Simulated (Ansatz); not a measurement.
# C9H18O: a ladder of functionals and wavefunction methods

The task here is to estimate one member of a computed series from the others.

Program: Ansatz 0.2.0, Gaussian basis. Level of theory: functionals in def2-TZVPP, the program's frozen cores in correlated methods. These are calculated values, not measurements.

The runs, in order: LDA (SPW92), PBE-D4, revPBE-D4, BLYP-D4, r2SCAN-D4, B97M-V, PBE0-D4, B3LYP-D4, r2SCANh-D4, r2SCAN0-D4, HSE06-D4, BHLYP-D4, CAM-B3LYP-D4, LC-ωPBE, ωB97X-V, ωB97M-V, B2PLYP, PBE-QIDH; CCSD(T)/def2-SVP; CCSD(T)/def2-TZVPP; MP2/def2-QZVPP; extrapolation to the limit; RPA on PBE.

## The relaxed structure

An earlier PBE0-D4 in a triple-zeta def2 set relaxation fixed the geometry.

SMILES `CC(C)CC(=O)CC(C)C`, 28 atoms, charge 0, spin multiplicity 1.

Atoms are counted from 1 here; the program's logs count them from 0.

Bond lengths: C1–C2 1.522 Å, C1–H11 1.093 Å, C1–H12 1.095 Å, C1–H13 1.091 Å, C2–C3 1.521 Å, C2–C4 1.521 Å, C2–H14 1.095 Å, C3–H15 1.093 Å, C3–H16 1.093 Å, C3–H17 1.095 Å, C4–C5 1.513 Å, C4–H18 1.099 Å, C4–H19 1.097 Å, C5–O6 1.208 Å, C5–C7 1.509 Å, C7–C8 1.532 Å, C7–H20 1.097 Å, C7–H21 1.093 Å and more. Angles: C2–C1–H11 110.9°, C2–C1–H12 110.7°, C2–C1–H13 111.4°, H11–C1–H12 107.5°, H11–C1–H13 107.8°, H12–C1–H13 108.4°, C1–C2–C3 111.0°, C1–C2–C4 111.1°, C1–C2–H14 108.0°, C3–C2–C4 110.5°, C3–C2–H14 108.9°, C4–C2–H14 107.2°, C2–C3–H15 111.0°, C2–C3–H16 111.6°, C2–C3–H17 111.0°, H15–C3–H16 107.8°, H15–C3–H17 107.5°, H16–C3–H17 107.7° and more.

The first run:

File in.yaml:

```yaml
crystal:
  periodic: [false, false, false]
  atoms:
    - {symbol: C, position_ang: [-1.471809, -2.635447, -1.225602]}
    - {symbol: C, position_ang: [-1.796761, -1.596021, -0.162605]}
    - {symbol: C, position_ang: [-2.331954, -2.254588, 1.099778]}
    - {symbol: C, position_ang: [-0.580239, -0.740815, 0.157373]}
    - {symbol: C, position_ang: [-0.149013, 0.190528, -0.954109]}
    - {symbol: O, position_ang: [-0.886999, 0.476132, -1.866334]}
    - {symbol: C, position_ang: [1.243543, 0.764823, -0.859012]}
    - {symbol: C, position_ang: [1.508301, 1.565777, 0.419525]}
    - {symbol: C, position_ang: [0.553474, 2.745180, 0.533419]}
    - {symbol: C, position_ang: [2.956084, 2.030503, 0.454822]}
    - {symbol: H, position_ang: [-2.353019, -3.234650, -1.467226]}
    - {symbol: H, position_ang: [-0.693575, -3.320412, -0.871800]}
    - {symbol: H, position_ang: [-1.124627, -2.165890, -2.147354]}
    - {symbol: H, position_ang: [-2.564652, -0.928057, -0.566260]}
    - {symbol: H, position_ang: [-3.218271, -2.855772, 0.882658]}
    - {symbol: H, position_ang: [-2.606998, -1.512732, 1.854461]}
    - {symbol: H, position_ang: [-1.583486, -2.919491, 1.543381]}
    - {symbol: H, position_ang: [-0.787107, -0.103213, 1.027812]}
    - {symbol: H, position_ang: [0.270778, -1.365875, 0.455795]}
    - {symbol: H, position_ang: [1.953741, -0.069662, -0.911787]}
    - {symbol: H, position_ang: [1.401281, 1.396633, -1.737209]}
    - {symbol: H, position_ang: [1.346351, 0.904183, 1.279184]}
    - {symbol: H, position_ang: [-0.492787, 2.429050, 0.532450]}
    - {symbol: H, position_ang: [0.687081, 3.430035, -0.309251]}
    - {symbol: H, position_ang: [0.733215, 3.306375, 1.453470]}
    - {symbol: H, position_ang: [3.171637, 2.687486, -0.393281]}
    - {symbol: H, position_ang: [3.648774, 1.186406, 0.407829]}
    - {symbol: H, position_ang: [3.167056, 2.589508, 1.369862]}
basis:
  gaussian: {orbitals: def2-TZVPP}
hamiltonian: {xc: lda}
output: {orbitals: {seedname: orbitals}}
```

Command:

```bash
> ansatz run in.yaml --threads 4 --pin off --events-out ev --progress --plain --max-ram 66560MiB --backend cuda --devices 0, --max-vram 37GiB
```

Among the steps run: LDA; PBE-D4 (GGA); revPBE-D4 (GGA); BLYP-D4 (GGA); r2SCAN-D4 (meta-GGA); B97M-V (meta-GGA); PBE0-D4 (hybrid); B3LYP-D4 (hybrid); r2SCANh-D4 (hybrid); r2SCAN0-D4 (hybrid); HSE06-D4 (hybrid); BHLYP-D4 (hybrid); CAM-B3LYP-D4 (range-separated); LC-ωPBE (range-separated); ωB97X-V (range-separated); ωB97M-V (range-separated); B2PLYP (double hybrid); PBE-QIDH (double hybrid).

One of the session's tables, all rows but one given; the rest of the session is left out.

It belongs to the step «Orbital energies across the functionals». 

```
  functional  HOMO (eV)  gap (eV)
 LDA (SPW92)      -5.62      3.86
      PBE-D4      -5.44      3.94
   revPBE-D4      -5.36      3.97
     BLYP-D4      -5.36      3.99
   r2SCAN-D4      -5.73      4.48
      B97M-V      -5.93      4.77
     PBE0-D4      -7.00      6.67
    B3LYP-D4      -6.78      6.18
  r2SCANh-D4          ?         ?
  r2SCAN0-D4      -7.21      7.02
    HSE06-D4      -6.60      5.88
    BHLYP-D4      -8.53      9.45
CAM-B3LYP-D4      -8.47      9.34
     LC-ωPBE      -9.75     11.86
     ωB97X-V      -9.46     11.46
     ωB97M-V      -9.41     11.28
```

Q: Estimate the row for r2SCANh-D4 from the others.

Worked estimate for «HOMO (eV)». Against the share of exact exchange, r2SCAN-D4 (0, -5.73), r2SCAN0-D4 (0.25, -7.21) give a slope of -5.92 per unit share; at 0.1 the line stands at -6.32.

**Answer.** HOMO (eV): -6.32; gap (eV): 5.49. In «HOMO (eV)» the line misses by 0.00.
